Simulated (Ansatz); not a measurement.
**A workflow on GeTe (SMILES [Ge][Te])**

We compute a series of 34 runs (HF/STO-3G, UHF/STO-3G, HF/3-21G, UHF/3-21G, PBE/def2-SVP, UPBE/def2-SVP, SVWN5/def2-TZVP, USVWN5/def2-TZVP, and more) of GeTe. 

The results are computed with Ansatz 0.2.0.

## (1) Starting point

GeTe has 2 atoms, charge 0, and is taken as a singlet. As SMILES, `[Ge][Te]`. The bond length is the measured one. The run starts from this shape.

Bond lengths: Ge1–Te2 2.340 Å.

## (2) A structure relaxation at HF/STO-3G (run 1)

File in.yaml:

```yaml
basis:
  gaussian: {orbitals: STO-3G}
crystal:
  periodic: [false, false, false]
  atoms:
    - symbol: Ge
      position_ang: [0.000000, 0.000000, 0.000000]
    - symbol: Te
      position_ang: [0.000000, 0.000000, 2.340165]
total_charge: 0
output: {orbitals: {seedname: orbitals}}
hamiltonian: {xc: hf}
relax: {f_tol: 0.002}
```

The run is started by

```console
$ ansatz run in.yaml --threads 1 --pin off --max-ram 3480MiB --events-out events.jsonl --progress --plain --runs-dir runs
```

The program printed:

```text
Warning: RAYON_NUM_THREADS=1 ignored (pool sized by the plan → 1); use --threads N
The last accepted step is kept in runs//last_step.txt (removed where the run ends without a failure and the disk answers)
[... 37 lines left out ...]
Total energy: -233987.73809925 eV, -8598.8907725621 hartree
[... 2 lines left out ...]
Dipole moment:     0.000000     0.000000    -0.572036 e Å
```

It took 4.2 s on 1 thread of Arm Neoverse V1, shared host; peak memory 0.1 GiB.

The path in brief:

```
step  energy from the first frame kept (eV)  largest force (eV/Å)
   1                                 0.0000                1.9743
   2                                 0.0479                3.0291
   3                                -0.0823                0.1570
   4                                -0.0827                0.0003
```

After the run. Bond lengths: Ge1–Te2 2.260 Å.

## (3) Vibrational wavenumbers at HF/STO-3G (run 2)

File input.yaml:

```yaml
crystal:
  periodic: [false, false, false]
  atoms:
    - {symbol: Ge, position_ang: [-0.000000, -0.000000, 0.040048]}
    - {symbol: Te, position_ang: [0.000000, 0.000000, 2.300117]}
basis:
  gaussian:
    orbitals: STO-3G
hamiltonian:
  xc: hf
total_charge: 0
phonons:
  temperatures:
    t_min: 298.15
    t_max: 298.15
    t_step: 1
```

The run is started by

```console
$ ansatz run input.yaml --threads 1 --pin off --max-ram 3480MiB --events-out events.jsonl --progress --plain --runs-dir runs
```

The program printed:

```text
Warning: RAYON_NUM_THREADS=1 ignored (pool sized by the plan → 1); use --threads N
[... 75 lines left out ...]
Total energy: -233987.73809535 eV, -8598.8907724187 hartree
[... 2 lines left out ...]
Dipole moment:    -0.000000    -0.000000    -0.572036 e Å
Vibrations: 407.17 cm⁻¹, zero-point energy 0.025241 eV
```

Run time: 7.8 s. Hardware: 1 thread of Arm Neoverse V1, shared host; peak memory 0.1 GiB.

Runs 3 to 8 aren't shown in full; the table further down has their settings and results.

## (4) A geometry optimisation at PBE/def2-SVP (core potential) (run 9)

File job.yaml:

```yaml
crystal:
  periodic: [false, false, false]
  atoms:
    - symbol: Ge
      position_ang: [0.000000, 0.000000, 0.000000]
    - symbol: Te
      position_ang: [0.000000, 0.000000, 2.340165]
basis:
  gaussian:
    orbitals: def2-SVP
hamiltonian:
  xc: pbe
relax:
  f_tol: 0.002
output:
  orbitals: {seedname: orbitals}
```

The run is started by

```console
$ ansatz run job.yaml --threads 1 --pin off --max-ram 3480MiB --events-out events.jsonl --progress --plain --runs-dir runs
```

The program printed (excerpt; [...] marks lines left out):

```text
Warning: RAYON_NUM_THREADS=1 ignored (pool sized by the plan → 1); use --threads N
[... 1 set-up line as earlier in the session ...]
[... 6 lines left out ...]
671 factors; their error is unknown
[... 9 lines left out ...]
671 factors; their error is unknown
[... 6 lines left out ...]
671 factors; their error is unknown
[... 5 lines left out ...]
671 factors; their error is unknown
[... 5 lines left out ...]
671 factors; their error is unknown
[... 3 lines left out ...]
Total energy: -63796.50292123 eV, -2344.4782395325 hartree
[... 2 lines left out ...]
Dipole moment:    -0.000000    -0.000000    -0.211884 e Å
```

It took 4.8 s on 1 thread of Arm Neoverse V1, shared host; peak memory 0.1 GiB.

Step by step:

```
step  energy from the first frame kept (eV)  largest force (eV/Å)
   1                                 0.0000                0.6624
   2                                -0.0075                0.3640
   3                                -0.0115                0.0168
   4                                -0.0115                0.0000
```

After the run. Bond lengths: Ge1–Te2 2.376 Å.

Runs 10 to 33 aren't shown in full; the table further down has their settings and results.

## (5) The doublet cation: a geometry optimisation at UPBE-D3(BJ)/def2-TZVP (core potential) (run 34)

File job.yaml:

```yaml
crystal:
  periodic: [false, false, false]
  atoms:
    - {symbol: Ge, position_ang: [-0.000000, 0.000000, -0.013832]}
    - {symbol: Te, position_ang: [0.000000, -0.000000, 2.353997]}
basis:
  gaussian: {orbitals: def2-TZVP}
total_charge: 1
magnetization: {spin_polarized: true, initial_magnetization: 1}
hamiltonian: {xc: {name: PBE}, dispersion: d3bj}
relax: {}
```

The run is started by

```console
$ ansatz run job.yaml --threads 1 --pin off --max-ram 3480MiB --events-out events.jsonl --progress --plain --runs-dir runs
```

The program printed:

```text
Warning: RAYON_NUM_THREADS=1 ignored (pool sized by the plan → 1); use --threads N
[... 7 lines left out ...]
744 factors; their error is unknown
[... 12 lines left out ...]
744 factors; their error is unknown
[... 5 lines left out ...]
744 factors; their error is unknown
[... 6 lines left out ...]
744 factors; their error is unknown
[... 5 lines left out ...]
744 factors; their error is unknown
[... 4 lines left out ...]
744 factors; their error is unknown
[... 7 lines left out ...]
Total energy: -63794.98006220 eV, -2344.4222754952 hartree
[... 2 lines left out ...]
Dipole moment:    -0.000000     0.000000    -0.463305 e Å
```

Wall time 47 s (1 thread of Arm Neoverse V1, shared host); peak memory 0.19 GiB.

The path in brief:

```
step  energy from the first frame kept (eV)  largest force (eV/Å)
   1                                 0.0000                2.2603
   2                                -0.1288                0.6887
   3                                -0.1531                0.0933
   4                                -0.1534                0.0125
   5                                -0.1534                0.0010
```

After the run. Bond lengths: Ge1–Te2 2.517 Å.

## (6) All runs side by side

```
run                                   level         task  walk f tol  partner   energy (Eh)  dipole moment (D)  wall time
  1                               HF/STO-3G     optimise       0.002     base  -8598.890773               2.75      4.2 s
  2                               HF/STO-3G  frequencies           –     base  -8598.890772               2.75      7.8 s
  3                              UHF/STO-3G       energy           –   cation  -8598.666922                  –        6 s
  4                              UHF/STO-3G     optimise           –   cation  -8598.683316                  –       24 s
  5                                HF/3-21G     optimise       0.002     base  -8648.565830               2.72        6 s
  6                                HF/3-21G  frequencies           –     base  -8648.565830               2.72       12 s
  7                               UHF/3-21G       energy           –   cation  -8648.268286                  –       20 s
  8                               UHF/3-21G     optimise           –   cation  -8648.289692                  –       47 s
  9           PBE/def2-SVP (core potential)     optimise       0.002     base  -2344.478240               1.02      4.8 s
 10           PBE/def2-SVP (core potential)  frequencies           –     base  -2344.478240               1.02      9.3 s
 11          UPBE/def2-SVP (core potential)       energy           –   cation  -2344.143451                  –        6 s
 12          UPBE/def2-SVP (core potential)     optimise           –   cation  -2344.149187                  –       20 s
 13        SVWN5/def2-TZVP (core potential)     optimise       0.002     base  -2341.547748               0.99      5.4 s
 14        SVWN5/def2-TZVP (core potential)  frequencies           –     base  -2341.547748               0.99       13 s
 15       USVWN5/def2-TZVP (core potential)       energy           –   cation  -2341.200999                  –       11 s
 16       USVWN5/def2-TZVP (core potential)     optimise           –   cation  -2341.206578                  –       25 s
 17      wB97X-V/def2-TZVP (core potential)     optimise       0.002     base  -2344.842596               1.39       45 s
 18      wB97X-V/def2-TZVP (core potential)  frequencies           –     base  -2344.842596               1.39       67 s
 19    U-wB97X-V/def2-TZVP (core potential)       energy           –   cation  -2344.509081                  –       47 s
 20    U-wB97X-V/def2-TZVP (core potential)     optimise           –   cation  -2344.515896                  –    2.5 min
 21     B3LYP-D4/def2-TZVP (core potential)     optimise       0.002     base  -2345.203886               1.30       14 s
 22     B3LYP-D4/def2-TZVP (core potential)  frequencies           –     base  -2345.203886               1.30       27 s
 23    UB3LYP-D4/def2-TZVP (core potential)       energy           –   cation  -2344.869568                  –       22 s
 24    UB3LYP-D4/def2-TZVP (core potential)     optimise           –   cation  -2344.875576                  –       60 s
 25       r2SCAN/def2-TZVP (core potential)     optimise       0.002     base  -2345.156695               1.02       17 s
 26       r2SCAN/def2-TZVP (core potential)  frequencies           –     base  -2345.156695               1.02       35 s
 27     U-r2SCAN/def2-TZVP (core potential)       energy           –   cation  -2344.818945                  –       54 s
 28     U-r2SCAN/def2-TZVP (core potential)     optimise           –   cation  -2344.824957                  –    2.1 min
 29     wB97M-V/def2-TZVPD (core potential)     optimise       0.002     base  -2344.919851               1.45       84 s
 30     wB97M-V/def2-TZVPD (core potential)  frequencies           –     base  -2344.919851               1.45    1.9 min
 31   PBE-D3(BJ)/def2-TZVP (core potential)     optimise       0.002     base  -2344.750296               1.10       10 s
 32   PBE-D3(BJ)/def2-TZVP (core potential)  frequencies           –     base  -2344.750296               1.10       19 s
 33  UPBE-D3(BJ)/def2-TZVP (core potential)       energy           –   cation  -2344.416637                  –       14 s
 34  UPBE-D3(BJ)/def2-TZVP (core potential)     optimise           –   cation  -2344.422275                  –       47 s
```

## (7) Summary of results

| quantity | value |
| --- | --- |
| doublet cation, run 34: total energy at the end | -2344.42228 Eh |
| doublet cation, run 34: bond length | 2.517 Å |
| doublet cation, run 34: dispersion energy | -4.50 kJ/mol |
| doublet cation, run 34: ⟨S²⟩ | 0.756 |
| vertical ionisation energy (to the doublet cation), HF/3-21G | 8.097 eV |
| vertical ionisation energy (to the doublet cation), wB97X-V/def2-TZVP | 9.075 eV |
| vertical ionisation energy (to the doublet cation), r2SCAN/def2-TZVP | 9.191 eV |
| vertical ionisation energy (to the doublet cation), PBE-D3(BJ)/def2-TZVP | 9.079 eV |
| adiabatic ionisation energy (to the doublet cation, no zero-point term), HF/STO-3G | 5.645 eV |
| adiabatic ionisation energy (to the doublet cation, no zero-point term), PBE/def2-SVP | 8.954 eV |
| adiabatic ionisation energy (to the doublet cation, no zero-point term), B3LYP-D4/def2-TZVP | 8.934 eV |
| adiabatic ionisation energy (to the doublet cation, no zero-point term), PBE-D3(BJ)/def2-TZVP | 8.926 eV |

What this shows: At HF/3-21G: the vertical ionisation energy comes to 8.10 eV (781 kJ/mol). At wB97X-V/def2-TZVP: removing an electron at fixed nuclei costs 9.08 eV (209 kcal/mol). At r2SCAN/def2-TZVP: the vertical ionisation energy comes to 9.19 eV (887 kJ/mol). At PBE-D3(BJ)/def2-TZVP: removing an electron at fixed nuclei costs 9.08 eV (876 kJ/mol). At HF/STO-3G: the adiabatic ionisation energy (to the doublet cation, no zero-point term) is 5.65 eV (130 kcal/mol). In a minimal basis such a difference can be off by several eV, whatever the method. Totals of different functionals can't be ranked against each other. Some runs of one species differ in core potentials or relativity; totals across that change don't compare. In runs 1, 2, 3, 4 the basis is minimal, so the values are rough. In runs 1, 2, 3, 4, 5, 6, 7, 8 relativity is left out where basis or elements ask for it. Spin contamination of the reference: run 8 ⟨S²⟩ = 1.77, run 3 ⟨S²⟩ = 1.48. Where it is this large, the reference is a mixture of spin states, and values that rest on it are in doubt. All runs together took 20 min, the longest 2.5 min.
